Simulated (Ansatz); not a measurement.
# C2H3BS (SMILES SB1C=C1): functionals against CCSD(T) at one geometry

How do the functionals fare away from a minimum? The structure is a structure displaced at random from a GFN2-xTB minimum.

Program: Ansatz 0.2.0, Gaussian basis. Level of theory: single points in def2-TZVPP. These are calculated values, not measurements.

Correlated methods freeze the cores.

## (1) The starting structure

7 atoms, charge 0, spin multiplicity 1.

Atoms are counted from 1 here; the program's logs count them from 0.

Bond lengths: S1–B2 1.755 Å, S1–H5 1.301 Å, B2–C3 1.478 Å, B2–C4 1.507 Å, C3–C4 1.342 Å, C3–H6 1.079 Å, C4–H7 1.086 Å. Angles: B2–S1–H5 98.1°, S1–B2–C3 153.5°, S1–B2–C4 153.0°, C3–B2–C4 53.4°, B2–C3–C4 64.4°, B2–C3–H6 157.6°, C4–C3–H6 138.0°, B2–C4–C3 62.2°, B2–C4–H7 158.1°, C3–C4–H7 139.7°.

Geometry (Å):

```mol
C2H3BS
  3D, bonds by distance, orders not assigned

  7  7  0  0  0  0  0  0  0  0999 V2000
   -1.9841    0.9542    0.0052 S   0  0
   -0.3630    0.2922    0.1221 B   0  0
    0.9711    0.1621    0.7442 C   0  0
    0.7506   -0.6197   -0.3241 C   0  0
   -2.3731    0.3020   -1.0517 H   0  0
    1.7631    0.3453    1.4542 H   0  0
    1.2592   -1.3735   -0.9184 H   0  0
  1  2  8  0
  1  5  8  0
  2  3  8  0
  2  4  8  0
  3  4  8  0
  3  6  8  0
  4  7  8  0
M  END
```

## (2) CCSD(T)/def2-TZVPP

Contents of run/in.yaml:

```yaml
crystal:
  periodic: [false, false, false]
  atoms:
    - {symbol: S, position_ang: [-1.984100, 0.954200, 0.005200]}
    - {symbol: B, position_ang: [-0.363000, 0.292200, 0.122100]}
    - {symbol: C, position_ang: [0.971100, 0.162100, 0.744200]}
    - {symbol: C, position_ang: [0.750600, -0.619700, -0.324100]}
    - {symbol: H, position_ang: [-2.373100, 0.302000, -1.051700]}
    - {symbol: H, position_ang: [1.763100, 0.345300, 1.454200]}
    - {symbol: H, position_ang: [1.259200, -1.373500, -0.918400]}
basis:
  gaussian: {orbitals: def2-TZVPP}
correlation: {method: ccsd_t}
output: {forces: true}
```

The command line of these runs was not kept.

## (3) PBE0-D4/def2-TZVPP

Edit run/in.yaml of step 2 so:

```diff
@@ -12,3 +12,3 @@
   gaussian: {orbitals: def2-TZVPP}
-correlation: {method: ccsd_t}
-output: {forces: true}
+hamiltonian: {xc: pbe0, dispersion: d4}
+output: {forces: true, orbitals: {seedname: orbitals}}
```

## (4) wB97M-V/def2-TZVPP

Edit run/in.yaml of step 3 so:

```diff
@@ -12,3 +12,3 @@
   gaussian: {orbitals: def2-TZVPP}
-hamiltonian: {xc: pbe0, dispersion: d4}
-output: {forces: true, orbitals: {seedname: orbitals}}
+hamiltonian: {xc: {name: wB97M-V}}
+output: {forces: true}
```

## (5) r2SCAN-D4/def2-TZVPP

Edit run/in.yaml of step 4 so:

```diff
@@ -12,3 +12,3 @@
   gaussian: {orbitals: def2-TZVPP}
-hamiltonian: {xc: {name: wB97M-V}}
+hamiltonian: {xc: r2scan, dispersion: d4}
 output: {forces: true}
```

## (6) PBE-D4/def2-TZVPP

Edit run/in.yaml of step 5 so:

```diff
@@ -12,3 +12,3 @@
   gaussian: {orbitals: def2-TZVPP}
-hamiltonian: {xc: r2scan, dispersion: d4}
+hamiltonian: {xc: pbe, dispersion: d4}
 output: {forces: true}
```

## (7) BLYP-D4/def2-TZVPP

Edit run/in.yaml of step 6 so:

```diff
@@ -12,3 +12,3 @@
   gaussian: {orbitals: def2-TZVPP}
-hamiltonian: {xc: pbe, dispersion: d4}
+hamiltonian: {xc: {name: BLYP}, dispersion: d4}
 output: {forces: true}
```

## (8) B97M-V/def2-TZVPP

Edit run/in.yaml of step 7 so:

```diff
@@ -12,3 +12,3 @@
   gaussian: {orbitals: def2-TZVPP}
-hamiltonian: {xc: {name: BLYP}, dispersion: d4}
+hamiltonian: {xc: {name: B97M-V}}
 output: {forces: true}
```

(Steps that only read results are left out.)

**Question.** What will these runs give? Wanted: energy less free atoms, CCSD(T)/def2-TZVPP; RMS force component; RMS force error; HOMO and LUMO, PBE0-D4; T1 diagnostic.

The runs gave:

```
                                  quantity                                                                                          value
energy less free atoms, CCSD(T)/def2-TZVPP                                                                                 -2757.1 kJ/mol
                       RMS force component                                                           0.535 to 0.574 eV/Å over the methods
                           RMS force error  PBE0-D4 0.295, wB97M-V 0.265, r2SCAN-D4 0.248, PBE-D4 0.218, BLYP-D4 0.174, B97M-V 0.310 eV/Å
                    HOMO and LUMO, PBE0-D4                                                                             -7.66 and -0.29 eV
                             T1 diagnostic                                                                                          0.012
```

**Reading.** Against CCSD(T) the functionals' energies less atoms differ by -194.7 to -88.9 kJ/mol, PBE-D4 by -194.7 kJ/mol. A larger basis would deepen the CCSD(T) value, while the functionals are nearly converged already, so the order here is not reliable. The forces of BLYP-D4 come nearest to CCSD(T), those of B97M-V are farthest. Frozen-core CCSD(T) forces in triple zeta carry basis errors of their own, and this is one geometry, so small gaps rank nothing.
